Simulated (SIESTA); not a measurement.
ZrB:

```
Zr B
1.0
     0.00000    2.32500    2.32500
     2.32500    0.00000    2.32500
     2.32500    2.32500    0.00000
Zr B
1 1
Cartesian
  0.0000 0.0000 0.0000
  2.3250 2.3250 2.3250
```

Base run:

* Program: SIESTA 5.4.2
* Functional: PBEsol
* Potentials or basis: PseudoDojo 0.4 standard (PBEsol files)
* Basis: DZP (energy shift 0.003 Ry; two zetas on semicore shells)
* Grid cutoff: 800 Ry
* Energy shift: 0.003 Ry
* k mesh: 8 × 8 × 8
* Occupations: fermi-dirac, width 0.05 eV
* Spin: no spin polarisation
* Hubbard terms: Zr d U = 6 eV

Its results: band gap on the k mesh none (metal or under the smearing width); pressure 48.7 GPa.

Q: The run is repeated on the same cell with these changes: hubbard terms from Zr d U = 6 eV to Zr d U = 2 eV. What comes out?

A: Band gap on the k mesh none (metal or under the smearing width); pressure 35.6 GPa.

Caveats: a pressure of tens of GPa on the cell as given is suspect, and the run, the potentials or the cell itself is likely at fault; the basis of atomic orbitals isn't converged, which shifts pressures, moduli and gaps; U without spin polarisation on a metal has little footing; the U is typed as a test and isn't derived for this compound.
